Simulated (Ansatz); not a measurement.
# Mg5CdO6: the cost of one run

Method: DFT PBE, scalar-relativistic, plane waves, PAW, in Ansatz 0.2.0.

1 further run of the same task is left out (it didn't finish).

### Step 1. The starting structure

Symmetry: P4/mmm, No. 123, tetragonal system. The conventional cell has a = 3.097 Å, b = 3.097 Å, c = 13.121 Å, α = 90.00°, β = 90.00°, γ = 90.00°. Mg (site symmetry 4/mmm) is surrounded by 6 O at 2.09 to 2.19 Å. Mg (site symmetry 4mm) has 6 O at 2.08 to 2.19 Å as nearest neighbours. Around Mg (site symmetry 4mm) lie 6 O at 2.11 to 2.36 Å. Cd (site symmetry 4/mmm) is surrounded by 6 O at 2.19 to 2.40 Å. Around O (site symmetry 4mm) lie 6 Mg at 2.09 to 2.19 Å. Around O (site symmetry 4mm) lie 5 Mg at 2.08 to 2.19 Å and 1 Cd at 2.40 Å. O (site symmetry 4/mmm) has 4 Cd at 2.19 Å and 2 Mg at 2.36 Å as nearest neighbours. O (site symmetry 4/mmm) has 6 Mg at 2.08 to 2.19 Å as nearest neighbours.

Coordinates:

```cif
data_structure
_symmetry_space_group_name_H-M 'P 1'
_symmetry_Int_Tables_number 1
_cell_length_a 3.0966
_cell_length_b 3.0966
_cell_length_c 13.1209
_cell_angle_alpha 90.000
_cell_angle_beta 90.000
_cell_angle_gamma 90.000
_cell_volume 125.82
loop_
_atom_site_label
_atom_site_type_symbol
_atom_site_fract_x
_atom_site_fract_y
_atom_site_fract_z
_atom_site_occupancy
Mg1 Mg 0.00000 0.00000 0.00000 1
Mg2 Mg 0.50000 0.50000 0.15877 1
Mg3 Mg 0.00000 0.00000 0.32003 1
Mg4 Mg 0.00000 0.00000 0.67997 1
Mg5 Mg 0.50000 0.50000 0.84123 1
Cd1 Cd 0.50000 0.50000 0.50000 1
O1 O 0.00000 0.00000 0.15937 1
O2 O 0.50000 0.50000 0.31718 1
O3 O 0.00000 0.00000 0.50000 1
O4 O 0.50000 0.50000 0.68282 1
O5 O 0.00000 0.00000 0.84063 1
O6 O 0.50000 0.50000 0.00000 1
```

The cell was relaxed beforehand at this level, from a generated guess; it needn't be the stable form of this composition. At a tolerance of 0.02 Å it has space group P4/mmm (No. 123); it has 10.48 Å³/atom, an uncorrected energy of -2.34 eV/atom over the elements.

### Step 2. Bands, states and charges

Input file input.yaml:

```yaml
crystal:
  lattice:
    - [3.096627658, 0.0, 0.0]
    - [0.0, 3.096627658, 0.0]
    - [0.0, 0.0, 13.1208849557]
  atoms:
    - { symbol: Mg, position: [0.0, 0.0, 0.0] }
    - { symbol: Mg, position: [0.5, 0.5, 0.1587653719] }
    - { symbol: Mg, position: [0.0, 0.0, 0.3200282263] }
    - { symbol: Mg, position: [0.0, 0.0, 0.6799717737] }
    - { symbol: Mg, position: [0.5, 0.5, 0.8412346281] }
    - { symbol: Cd, position: [0.5, 0.5, 0.5] }
    - { symbol: O, position: [0.0, 0.0, 0.1593713479] }
    - { symbol: O, position: [0.5, 0.5, 0.3171829989] }
    - { symbol: O, position: [0.0, 0.0, 0.5] }
    - { symbol: O, position: [0.5, 0.5, 0.6828170011] }
    - { symbol: O, position: [0.0, 0.0, 0.8406286521] }
    - { symbol: O, position: [0.5, 0.5, 0.0] }
basis:
  ecutwfc: 420
kpoints:
  mp_grid: { grid: [10, 10, 2] }
  band_path:
    path:
      - [[0.0, 0.0, 0.0], [0.0, 0.5, 0.0], [0.5, 0.5, 0.0], [0.0, 0.0, 0.0], [0.0, 0.0, 0.5], [0.0, 0.5, 0.5], [0.5, 0.5, 0.5], [0.0, 0.0, 0.5]]
      - [[0.0, 0.5, 0.0], [0.0, 0.5, 0.5]]
      - [[0.5, 0.5, 0.0], [0.5, 0.5, 0.5]]
    npoints: 10
hamiltonian:
  xc: pbe
scf:
  occupations: { method: gaussian, width: 0.02 }
  n_extra_bands: 30
output:
  forces: true
  stress: true
  eigenvalues: true
  populations: true
  dos: { projected: true, de: 0.02, nscf_kmesh: { grid: [15, 15, 3] } }
  bader: false
  write_density: true
  write_potential: true
  elf: true
  volumetric_format: npy
```

Command:

```sh
$ ansatz run input.yaml --threads 1 --pin off --max-ram 2560MiB --backend cpu --events-out ev --progress --plain --runs-dir out
```

What time and memory should one allow on 1 thread of Intel Xeon 6975P-C (Granite Rapids), shared host?

About 45 s, with a peak of 0.84 GiB.
